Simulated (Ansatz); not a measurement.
Born–Oppenheimer molecular dynamics of a periodic cell of 17 atoms, In8Sb9 (surface InSb(110), adsorbate Sb). It goes on from the last frame of an earlier run, with new velocities.

Theory: Ansatz 0.2.0, DFT PBE, scalar-relativistic, plane waves, PAW. Settings: accuracy low, PAW set soft_1, cutoff 420 eV, k mesh 2x2x1, fermi-dirac smearing 0.15 eV, no spin polarisation.

```
ensemble        : NVT, Langevin thermostat
time step       : 3 fs
steps asked     : 270
set temperature : 1050 K
friction        : 0.01 /fs
atoms held      : 1, 4, 6, 7
seed            : 503923
```

Frames 15 fs apart, positions in Å.

Velocities at 330 fs (Å/ps):

```
In 0.00 0.00 0.00
Sb -0.57 1.07 0.10
In -1.49 3.35 -0.82
Sb 0.00 0.00 0.00
In 2.92 -4.61 -1.64
Sb 0.00 0.00 0.00
In 0.00 0.00 0.00
Sb 0.76 0.64 -2.28
In 3.14 0.09 -1.01
Sb 1.81 5.05 -1.34
In -4.56 3.12 -2.05
Sb 3.87 0.40 0.28
In 2.92 -4.96 -4.23
Sb 1.54 -1.96 -1.60
In 4.27 3.26 1.42
Sb 1.08 1.91 -2.47
Sb -5.76 -3.07 5.90
```

```xyz
17
Lattice="9.1736 0.0000 0.0000 0.0000 6.4867 0.0000 0.0000 0.0000 18.8802" Properties=species:S:1:pos:R:3 time_fs=330 energy_less_start_eV=1.237 T=1182
In 0.000 0.000 1.000
Sb 0.180 2.012 2.681
In 6.882 3.995 3.897
Sb 2.293 4.865 1.000
In 2.810 3.762 3.702
Sb 6.880 4.865 1.000
In 4.587 0.000 1.000
Sb 4.624 1.708 3.379
In 4.720 1.312 6.188
Sb 4.514 0.798 8.904
In 2.747 4.369 9.252
Sb 6.709 5.664 6.346
In 7.224 3.895 8.864
Sb 1.907 4.855 6.497
In 0.259 0.608 5.218
Sb 0.519 2.639 7.571
Sb 4.869 3.066 10.561
17
Lattice="9.1736 0.0000 0.0000 0.0000 6.4867 0.0000 0.0000 0.0000 18.8802" Properties=species:S:1:pos:R:3 time_fs=345 energy_less_start_eV=1.260 T=1300
In 0.000 0.000 1.000
Sb 0.173 2.042 2.695
In 6.860 4.005 3.850
Sb 2.293 4.865 1.000
In 2.839 3.718 3.661
Sb 6.880 4.865 1.000
In 4.587 0.000 1.000
Sb 4.643 1.731 3.363
In 4.737 1.314 6.175
Sb 4.525 0.876 8.876
In 2.684 4.410 9.223
Sb 6.788 5.649 6.343
In 7.293 3.835 8.795
Sb 1.950 4.837 6.478
In 0.319 0.674 5.236
Sb 0.528 2.672 7.549
Sb 4.796 3.023 10.655
17
Lattice="9.1736 0.0000 0.0000 0.0000 6.4867 0.0000 0.0000 0.0000 18.8802" Properties=species:S:1:pos:R:3 time_fs=360 energy_less_start_eV=1.363 T=1154
In 0.000 0.000 1.000
Sb 0.154 2.070 2.711
In 6.854 3.983 3.781
Sb 2.293 4.865 1.000
In 2.880 3.682 3.612
Sb 6.880 4.865 1.000
In 4.587 0.000 1.000
Sb 4.688 1.774 3.342
In 4.742 1.347 6.149
Sb 4.539 0.943 8.853
In 2.639 4.446 9.205
Sb 6.880 5.616 6.321
In 7.340 3.798 8.711
Sb 1.992 4.869 6.423
In 0.371 0.745 5.267
Sb 0.517 2.678 7.566
Sb 4.723 3.003 10.729
17
Lattice="9.1736 0.0000 0.0000 0.0000 6.4867 0.0000 0.0000 0.0000 18.8802" Properties=species:S:1:pos:R:3 time_fs=375 energy_less_start_eV=1.463 T=769
In 0.000 0.000 1.000
Sb 0.172 2.092 2.763
In 6.836 3.952 3.734
Sb 2.293 4.865 1.000
In 2.901 3.637 3.586
Sb 6.880 4.865 1.000
In 4.587 0.000 1.000
Sb 4.720 1.791 3.307
In 4.745 1.382 6.159
Sb 4.527 1.025 8.852
In 2.605 4.491 9.188
Sb 6.951 5.604 6.289
In 7.340 3.774 8.657
Sb 2.024 4.905 6.347
In 0.411 0.789 5.276
Sb 0.501 2.654 7.593
Sb 4.660 2.977 10.757
17
Lattice="9.1736 0.0000 0.0000 0.0000 6.4867 0.0000 0.0000 0.0000 18.8802" Properties=species:S:1:pos:R:3 time_fs=390 energy_less_start_eV=1.432 T=900
In 0.000 0.000 1.000
Sb 0.212 2.126 2.844
In 6.818 3.901 3.732
Sb 2.293 4.865 1.000
In 2.867 3.611 3.581
Sb 6.880 4.865 1.000
In 4.587 0.000 1.000
Sb 4.757 1.786 3.264
In 4.754 1.445 6.169
Sb 4.525 1.090 8.853
In 2.561 4.505 9.192
Sb 7.006 5.602 6.281
In 7.314 3.762 8.652
Sb 2.055 4.931 6.269
In 0.435 0.828 5.275
Sb 0.513 2.617 7.600
Sb 4.604 2.945 10.759
17
Lattice="9.1736 0.0000 0.0000 0.0000 6.4867 0.0000 0.0000 0.0000 18.8802" Properties=species:S:1:pos:R:3 time_fs=405 energy_less_start_eV=1.473 T=625
In 0.000 0.000 1.000
Sb 0.259 2.139 2.932
In 6.793 3.841 3.766
Sb 2.293 4.865 1.000
In 2.831 3.592 3.589
Sb 6.880 4.865 1.000
In 4.587 0.000 1.000
Sb 4.811 1.778 3.238
In 4.782 1.502 6.154
Sb 4.510 1.138 8.879
In 2.533 4.508 9.185
Sb 7.017 5.611 6.269
In 7.284 3.753 8.667
Sb 2.074 4.944 6.191
In 0.441 0.865 5.290
Sb 0.521 2.576 7.610
Sb 4.579 2.908 10.752
17
Lattice="9.1736 0.0000 0.0000 0.0000 6.4867 0.0000 0.0000 0.0000 18.8802" Properties=species:S:1:pos:R:3 time_fs=420 energy_less_start_eV=1.402 T=812
In 0.000 0.000 1.000
Sb 0.308 2.195 2.985
In 6.777 3.796 3.808
Sb 2.293 4.865 1.000
In 2.799 3.606 3.609
Sb 6.880 4.865 1.000
In 4.587 0.000 1.000
Sb 4.882 1.760 3.251
In 4.813 1.531 6.136
Sb 4.495 1.149 8.890
In 2.499 4.540 9.157
Sb 6.998 5.645 6.263
In 7.237 3.725 8.667
Sb 2.094 4.926 6.124
In 0.408 0.887 5.319
Sb 0.555 2.553 7.629
Sb 4.596 2.904 10.764
17
Lattice="9.1736 0.0000 0.0000 0.0000 6.4867 0.0000 0.0000 0.0000 18.8802" Properties=species:S:1:pos:R:3 time_fs=435 energy_less_start_eV=1.301 T=701
In 0.000 0.000 1.000
Sb 0.347 2.262 3.000
In 6.796 3.782 3.832
Sb 2.293 4.865 1.000
In 2.785 3.634 3.654
Sb 6.880 4.865 1.000
In 4.587 0.000 1.000
Sb 4.936 1.751 3.281
In 4.861 1.494 6.133
Sb 4.469 1.166 8.867
In 2.459 4.576 9.120
Sb 6.979 5.686 6.271
In 7.185 3.696 8.637
Sb 2.105 4.902 6.072
In 0.359 0.884 5.367
Sb 0.575 2.535 7.654
Sb 4.604 2.926 10.773
17
Lattice="9.1736 0.0000 0.0000 0.0000 6.4867 0.0000 0.0000 0.0000 18.8802" Properties=species:S:1:pos:R:3 time_fs=450 energy_less_start_eV=1.213 T=546
In 0.000 0.000 1.000
Sb 0.381 2.316 3.018
In 6.810 3.799 3.864
Sb 2.293 4.865 1.000
In 2.770 3.652 3.706
Sb 6.880 4.865 1.000
In 4.587 0.000 1.000
Sb 4.973 1.778 3.309
In 4.922 1.468 6.134
Sb 4.442 1.143 8.845
In 2.451 4.590 9.125
Sb 6.999 5.702 6.277
In 7.126 3.667 8.582
Sb 2.119 4.871 6.046
In 0.317 0.841 5.417
Sb 0.568 2.520 7.652
Sb 4.615 2.964 10.774
17
Lattice="9.1736 0.0000 0.0000 0.0000 6.4867 0.0000 0.0000 0.0000 18.8802" Properties=species:S:1:pos:R:3 time_fs=465 energy_less_start_eV=1.104 T=527
In 0.000 0.000 1.000
Sb 0.388 2.380 3.052
In 6.866 3.834 3.904
Sb 2.293 4.865 1.000
In 2.751 3.688 3.730
Sb 6.880 4.865 1.000
In 4.587 0.000 1.000
Sb 5.003 1.820 3.330
In 4.967 1.458 6.139
Sb 4.446 1.121 8.846
In 2.429 4.604 9.147
Sb 6.995 5.714 6.291
In 7.096 3.628 8.548
Sb 2.099 4.843 6.062
In 0.284 0.776 5.461
Sb 0.560 2.509 7.643
Sb 4.641 2.982 10.735
17
Lattice="9.1736 0.0000 0.0000 0.0000 6.4867 0.0000 0.0000 0.0000 18.8802" Properties=species:S:1:pos:R:3 time_fs=480 energy_less_start_eV=0.825 T=845
In 0.000 0.000 1.000
Sb 0.354 2.415 3.094
In 6.925 3.884 3.932
Sb 2.293 4.865 1.000
In 2.724 3.713 3.737
Sb 6.880 4.865 1.000
In 4.587 0.000 1.000
Sb 4.994 1.853 3.348
In 4.992 1.470 6.136
Sb 4.429 1.079 8.827
In 2.426 4.599 9.160
Sb 6.955 5.715 6.292
In 7.070 3.616 8.502
Sb 2.075 4.856 6.132
In 0.234 0.702 5.505
Sb 0.563 2.505 7.636
Sb 4.684 2.968 10.697
17
Lattice="9.1736 0.0000 0.0000 0.0000 6.4867 0.0000 0.0000 0.0000 18.8802" Properties=species:S:1:pos:R:3 time_fs=495 energy_less_start_eV=0.572 T=922
In 0.000 0.000 1.000
Sb 0.295 2.416 3.133
In 6.995 3.942 3.935
Sb 2.293 4.865 1.000
In 2.674 3.741 3.724
Sb 6.880 4.865 1.000
In 4.587 0.000 1.000
Sb 4.964 1.894 3.315
In 4.992 1.465 6.142
Sb 4.418 1.029 8.796
In 2.415 4.584 9.163
Sb 6.914 5.716 6.241
In 7.046 3.617 8.434
Sb 2.047 4.870 6.220
In 0.166 0.624 5.537
Sb 0.588 2.504 7.620
Sb 4.732 2.961 10.694
```

Of the whole run (810 fs, mean temperature of the second half 1029 K): A run of 0.81 ps of so small a system gives no equilibrium averages. Limits of this set-up: coarse k mesh, thin slab, slab without dipole correction, a typed lattice constant that wasn't relaxed here, low accuracy level.

The run took 45 min on 4 threads of Arm Neoverse V1, with other jobs on the host, peak memory 3.1 GiB.
